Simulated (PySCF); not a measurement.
**GaHBr2 (SMILES [Br][GaH][Br]): B2PLYP/def2-SVP**

What is the vertical singlet–triplet gap of GaHBr2 at B2PLYP/def2-SVP? Input form: a Python script.

The results are computed with PySCF 2.14.0.

7 further runs of the same task are left out: 4 that didn't finish, 3 set aside as unsound or not needed.

**1. Starting point**

The species is GaHBr2 (4 atoms), meant as a singlet with charge 0. SMILES: `[Br][GaH][Br]`. Geometry: relaxed at PBE0-D4/def2-TZVP.

Bond lengths: Br1–Ga2 2.274 Å, Ga2–Br3 2.274 Å, Ga2–H4 1.549 Å. Angles: Br1–Ga2–Br3 116.0°, Br1–Ga2–H4 122.0°, Br3–Ga2–H4 122.0°.

**2. The energy at B2PLYP/def2-SVP**

File geometry.xyz:

```xyz
4

Br    -2.066700     0.047400    -0.609100
Ga     0.130800     0.163600    -0.035600
Br     1.021500    -1.717900     0.879600
H      0.969900     1.446500    -0.255100
```

File calc.py:

```python
from pyscf import gto, dft, mp

mol = gto.M(
    atom='geometry.xyz',
    basis='def2-svp',
    max_memory=1860,
    verbose=4,
)

myscf = dft.RKS(mol, xc='0.53*HF + 0.47*B88, 0.73*LYP')
myscf.grids.level = 5
myscf.conv_tol = 1e-10
myscf.kernel()
if not myscf.converged:
    myscf = myscf.newton().run(myscf.mo_coeff, myscf.mo_occ)

pt = mp.MP2(myscf, frozen=27).run()
etot = myscf.e_tot + 0.27 * pt.e_corr
print('PT2 part  %.8f' % (0.27 * pt.e_corr))
print('E = %.10f Eh' % etot)
```

Launch:

```console
$ OMP_NUM_THREADS=1 python calc.py
```

Standard output:

```text
PySCF version 2.14.0

[INPUT] num. atoms = 4
[INPUT] num. electrons = 102
[INPUT] charge = 0
[INPUT] spin (= nelec alpha-beta = 2S) = 0
[INPUT] symmetry False subgroup None
[INPUT] Mole.unit = angstrom
[INPUT] Symbol           X                Y                Z      unit          X                Y                Z       unit  Magmom
[INPUT]  1 Br    -2.066700000000   0.047400000000  -0.609100000000 AA   -3.905496981639   0.089573018304  -1.151032182473 Bohr   0.0
[INPUT]  2 Ga     0.130800000000   0.163600000000  -0.035600000000 AA    0.247176177093   0.309159193979  -0.067274250035 Bohr   0.0
[INPUT]  3 Br     1.021500000000  -1.717900000000   0.879600000000 AA    1.930355236243  -3.246360509390   1.662203099167 Bohr   0.0
[INPUT]  4 H      0.969900000000   1.446500000000  -0.255100000000 AA    1.832845368216   2.733488839183  -0.482069134377 Bohr   0.0

nuclear repulsion = 694.688992653447
number of shells = 39
number of NR pGTOs = 229
number of NR cGTOs = 101
basis = def2-svp
ecp = {}

******** <class 'pyscf.dft.rks.RKS'> ********
method = RKS
initial guess = minao
damping factor = 0
level_shift factor = 0
DIIS = <class 'pyscf.scf.diis.CDIIS'>
diis_start_cycle = 1
diis_space = 8
diis_damp = 0
SCF conv_tol = 1e-10
SCF conv_tol_grad = None
SCF max_cycles = 50
direct_scf = True
direct_scf_tol = 1e-13
XC library pyscf.dft.libxc version 7.0.0
    S. Lehtola, C. Steigemann, M. J.T. Oliveira, and M. A.L. Marques.,  SoftwareX 7, 1–5 (2018)
XC functionals = 0.53*HF + 0.47*B88, 0.73*LYP
    A. D. Becke.,  Phys. Rev. A 38, 3098 (1988)
    C. Lee, W. Yang, and R. G. Parr.,  Phys. Rev. B 37, 785 (1988)
    B. Miehlich, A. Savin, H. Stoll, and H. Preuss.,  Chem. Phys. Lett. 157, 200 (1989)
radial grids:
    Treutler-Ahlrichs [JCP 102, 346 (1995); DOI:10.1063/1.469408] (M4) radial grids

becke partition: Becke, JCP 88, 2547 (1988); DOI:10.1063/1.454033
pruning grids: <function nwchem_prune>
grids dens level: 5
symmetrized grids: False
atomic radii adjust function: <function treutler_atomic_radii_adjust>
small_rho_cutoff = 0
Set gradient conv threshold to 1e-05
Initial guess from minao.
tot grids = 158288
init E= -7069.10227070855
  HOMO = -0.341435469700458  LUMO = -0.0316646580687511  gap/eV = 8.42929
cycle= 1 E= -7071.5746042668  delta_E= -2.47  |g|= 0.44  |ddm|= 2.13
  HOMO = -0.326601286594415  LUMO = -0.0659843155821953  gap/eV = 7.09175
cycle= 2 E= -7071.57739311169  delta_E= -0.00279  |g|= 0.493  |ddm|= 0.964
  HOMO = -0.343251138999286  LUMO = -0.0300739346815324  gap/eV = 8.52199
cycle= 3 E= -7071.62196245375  delta_E= -0.0446  |g|= 0.0249  |ddm|= 0.46
  HOMO = -0.34598785384502  LUMO = -0.0260257405058431  gap/eV = 8.70661
cycle= 4 E= -7071.62209555787  delta_E= -0.000133  |g|= 0.00654  |ddm|= 0.0391
  HOMO = -0.345650910546373  LUMO = -0.0264115914481486  gap/eV = 8.68694
cycle= 5 E= -7071.62211347331  delta_E= -1.79e-05  |g|= 0.00217  |ddm|= 0.0125
  HOMO = -0.345659444668623  LUMO = -0.026231179148807  gap/eV = 8.69209
cycle= 6 E= -7071.62211461607  delta_E= -1.14e-06  |g|= 0.000441  |ddm|= 0.00287
  HOMO = -0.345639892594844  LUMO = -0.0263035131185245  gap/eV = 8.68959
cycle= 7 E= -7071.62211468131  delta_E= -6.52e-08  |g|= 9.47e-05  |ddm|= 0.000776
  HOMO = -0.345659034054884  LUMO = -0.026308325990096  gap/eV = 8.68998
cycle= 8 E= -7071.62211468413  delta_E= -2.82e-09  |g|= 2.26e-05  |ddm|= 0.000181
  HOMO = -0.345655186700272  LUMO = -0.0263040711573881  gap/eV = 8.68999
cycle= 9 E= -7071.6221146843  delta_E= -1.7e-10  |g|= 3.8e-06  |ddm|= 5.41e-05
  HOMO = -0.345655940288216  LUMO = -0.0263041960512731  gap/eV = 8.69000
cycle= 10 E= -7071.62211468427  delta_E= 2.64e-11  |g|= 1.16e-06  |ddm|= 9.08e-06
  HOMO = -0.345655896846906  LUMO = -0.0263042037655312  gap/eV = 8.69000
Extra cycle  E= -7071.62211468431  delta_E= -4.18e-11  |g|= 6.1e-07  |ddm|= 2.11e-06
converged SCF energy = -7071.62211468431

******** <class 'pyscf.mp.mp2.RMP2'> ********
nocc = 24, nmo = 74
frozen orbitals 27
E(RMP2) = -7072.4189875627  E_corr = -0.796872878382688
E(SCS-RMP2) = -7072.35429310043  E_corr = -0.732178416119319
E_corr(same-spin) = -0.258541197622969
E_corr(oppo-spin) = -0.538331680759719
PT2 part  -0.21515568
E = -7071.8372703615 Eh
```

Wall time 12 s (1 thread of Intel Xeon Platinum 8488C (Sapphire Rapids), shared host); peak memory 0.55 GiB.

**3. The triplet, same level**

File calc.py:

```python
from pyscf import gto, dft, mp

system = gto.M(
    atom=[
    ('Br', (-2.066700, 0.047400, -0.609100)),
    ('Ga', (0.130800, 0.163600, -0.035600)),
    ('Br', (1.021500, -1.717900, 0.879600)),
    ('H', (0.969900, 1.446500, -0.255100)),
],
    spin=2,
    charge=0,
    basis='def2-svp',
    max_memory=1860,
    verbose=3,
)

mf = dft.UKS(system, xc='0.53*HF + 0.47*B88, 0.73*LYP')
mf.conv_tol = 1e-10
mf.grids.level = 5
mf.kernel()
if not mf.converged:
    mf = mf.newton().run(mf.mo_coeff, mf.mo_occ)

pt = mp.MP2(mf, frozen=27).run()
energy = mf.e_tot + 0.27 * pt.e_corr
print('PT2 part  %.8f' % (0.27 * pt.e_corr))
print('E = %.10f Eh' % energy)
```

Launch:

```console
$ OMP_NUM_THREADS=1 python calc.py
```

Standard output:

```text
WARN: HOMO -0.0316646580687499 >= LUMO -0.341435469700455

WARN: HOMO -0.183721801490217 >= LUMO -0.265580810826342

WARN: HOMO -0.151219843616043 >= LUMO -0.249805421643622

WARN: HOMO -0.149261039618557 >= LUMO -0.240620602512085

WARN: HOMO -0.149894429630212 >= LUMO -0.238123798305319

WARN: HOMO -0.149870396929547 >= LUMO -0.238207000058194

WARN: HOMO -0.149726618897221 >= LUMO -0.238147929745509

WARN: HOMO -0.149466597567531 >= LUMO -0.238101181444765

WARN: HOMO -0.149384821150434 >= LUMO -0.238299603513082

WARN: HOMO -0.149311979840042 >= LUMO -0.238348059794726

WARN: HOMO -0.149271230279857 >= LUMO -0.23835457330599

WARN: HOMO -0.149282226198865 >= LUMO -0.238354570773141

WARN: HOMO -0.149278040632382 >= LUMO -0.238358153207602

WARN: HOMO -0.149276644806995 >= LUMO -0.238357291708592

WARN: HOMO -0.149276396321842 >= LUMO -0.238357151471264

WARN: HOMO -0.149276247222761 >= LUMO -0.238357235202166

WARN: HOMO -0.149276295228701 >= LUMO -0.238357447731956

WARN: HOMO -0.149276141331751 >= LUMO -0.23835758109058

WARN: HOMO -0.149276509671345 >= LUMO -0.238357572093658

WARN: HOMO -0.149276145176823 >= LUMO -0.23835744110658

WARN: HOMO -0.149276275057006 >= LUMO -0.238357453110063

converged SCF energy = -7071.41364121107  <S^2> = 2.0144268  2S+1 = 3.0096025
E(UMP2) = -7072.23223850585  E_corr = -0.818597294772095
E(SCS-UMP2) = -7072.16277356417  E_corr = -0.749132353100323
PT2 part  -0.22102127
E = -7071.6346624807 Eh
```

It took 34 s on 1 thread of Intel Xeon Platinum 8488C (Sapphire Rapids), shared host; peak memory 0.56 GiB.

**4. What came out**

At B2PLYP/def2-SVP, 27 core orbitals frozen:

```
                                                         quantity           value
                                            singlet: total energy  -7071.83727 Eh
                                singlet: dipole moment (SCF part)          1.47 D
                       singlet: HOMO energy (SCF part's orbitals)        -9.41 eV
                       singlet: LUMO energy (SCF part's orbitals)        -0.72 eV
                     singlet: HOMO–LUMO gap (SCF part's orbitals)         8.69 eV
                                            triplet: total energy  -7071.63466 Eh
                                triplet: dipole moment (SCF part)          0.07 D
triplet: HOMO energy (SCF part's orbitals) (highest over α and β)        -4.06 eV
                                                    triplet: ⟨S²⟩           2.014
                 vertical energy of the triplet above the singlet        5.513 eV
```

**Reading.** At this shape the triplet lies 5.51 eV (127 kcal/mol) above the singlet. Mulliken charges (singlet) run from -0.25 on Br1 to +0.60 on Ga2. Mulliken charges (triplet) run from -0.06 on Br3 to +0.06 on H4.
